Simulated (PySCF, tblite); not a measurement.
# C7H12N radical: geometry, infrared bands and EPR parameters

Wanted: the infrared bands and EPR parameters of C7H12N radical (`[CH2][C@@H](CN)C(=C)C=C`), by calculation.

The runs use tblite 0.8.0 and PySCF 2.14.0, with density-fitted response routines of our own; the level of theory stands in each step. All values are computed, except where a source is named. Atoms are numbered from 0 throughout.

## (1) Starting geometry

20 atoms, charge 0, multiplicity 2; geometry from: force field or distance geometry start.

Bonds of the start (Å): C0–C1 1.53, C1–C2 1.49, C2–N3 1.49, C1–C4 1.47, C4–C5 1.35, C4–C6 1.44, C6–C7 1.31, C0–H8 1.11, C0–H9 1.11, C1–H10 1.12, C2–H11 1.09, C2–H12 1.12, N3–H13 1.04, N3–H14 1.03, C5–H15 1.09, C5–H16 1.09, C6–H17 1.11, C7–H18 1.08, C7–H19 1.07.

## (2) Geometry optimisation with GFN2-xTB

What the job is given:

```
{"job": {"kind": "relax", "xc": "GFN2-xTB", "basis": "xTB"}, "charge": 0, "multiplicity": 2}
C     -1.690900    -0.744100     0.430900
C     -0.559000    -0.080600    -0.353100
C     -0.468900     1.356400     0.034900
N     -1.764900     1.997100    -0.325500
C      0.648200    -0.881600    -0.085400
C      0.509900    -1.895700     0.788100
C      1.955000    -0.721500    -0.679200
C      2.351700     0.164900    -1.551900
H     -1.733200    -0.377200     1.476100
H     -2.668700    -0.555000    -0.049700
H     -0.844700    -0.099800    -1.436300
H      0.262700     1.925500    -0.539400
H     -0.282300     1.504200     1.129600
H     -2.478200     1.839600     0.413700
H     -2.033500     1.586100    -1.235700
H     -0.436300    -2.091600     1.286200
H      1.368900    -2.526000     1.030200
H      2.729900    -1.445100    -0.342100
H      3.382700     0.126900    -1.877400
H      1.746600     0.928200    -2.000900
```

Launch:

```console
> OMP_NUM_THREADS=1 python probes_run.py task.json out
```

This one command runs all jobs of the session in turn.

**Question.** This job is followed by: GFN2-xTB harmonic vibrations, gas phase; UKS B3LYP, pcH-1 on C H N, non-relativistic, mean-field spin-orbit, GIAO. What will the session give for the following? strongest single infrared mode (GFN2-xTB); zero-point energy (GFN2-xTB); g(iso) (B3LYP); ⟨S²⟩; largest a(iso) (averaged by class); surface potential, 1st and 99th percentile.

**Answer**, as computed:

| quantity | value |
| --- | --- |
| strongest single infrared mode (GFN2-xTB) | 964 cm⁻¹, 191 km/mol |
| zero-point energy (GFN2-xTB) | 105.7 kcal/mol |
| g(iso) (B3LYP) | 2.00264 |
| ⟨S²⟩ | 0.754 (exact 0.75) |
| largest a(iso) (averaged by class) | 13C on C0, 90.3 MHz |
| surface potential, 1st and 99th percentile | -1.80 V and 1.20 V |

**Reading.** Relaxing lowered the energy by 0.901 eV in 116 steps; the close pair that moved most is C1–C2, from 1.491 to 1.554 Å. No mode is imaginary among the 54: a minimum at this level. The strongest single mode, at 964 cm⁻¹, is spread over many atoms; the largest shares are those of H14, N3. GFN2-xTB is a fitted tight-binding method: band positions and strengths are rough. Its intensities can rank the bands wrongly. C0 carries the largest spin population, 1.08 e. The isotropic g lies 0.3 ppt above the free-electron value.
